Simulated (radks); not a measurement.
# Hg³⁺ in [Xe] 4f14 5d8 6d1: an all-electron calculation

What are the levels of the mercury ion Hg3+, how large are its shells, and how does its energy divide?

The numbers are computed with radks (a radial shooting solver on a logarithmic mesh, Libxc functionals) version 1 (Dirac Kohn-Sham, BLYP, spin-unpolarised, spherical densities, finite nucleus; open shells fill j = l - 1/2 first), except any that are marked as measured or tabulated.

**1. The system**

```
element            : mercury (Z = 80)
charge             : +3
electrons          : 77
configuration      : [Xe] 4f14 5d8 6d1
nuclear rms radius : 5.4648 fm
```

**2. The calculation**

The run's settings:

```text
Z 80
configuration [Xe] 4f14 5d8 6d1 6s0 6p0 5f0 7d0
relativity Dirac
functional b88,lyp
spin unpolarised
j_filling energy
nucleus finite rms 5.4648 fm
c 137.035999084
```

Command:

```
$ python run_ks.py task.json out
```

This one command runs every case of the session in turn.

**Question.** What will this run give?

The runs gave:

| quantity | value |
| --- | --- |
| total energy | -19654.9559 hartree |
| exchange-correlation share of it | 1.90 % |
| −T/E | 1.1529 |
| highest occupied level | 6d3/2, -16.290 eV |
| most extended occupied level | 6d3/2, <r> = 3.70 bohr |
| radius at density 0.001 e/bohr³ | 4.42 bohr |
| maxima of the radial density | 4 |

6 principal shells are occupied and 4 maxima appear in the radial density; where shells overlap, one shows as a shoulder or not at all. Relativity lifts −T/E to 1.153. This is not the tabulated ground configuration, so its levels and sizes aren't those of the ground state, and no measured value stands beside it.
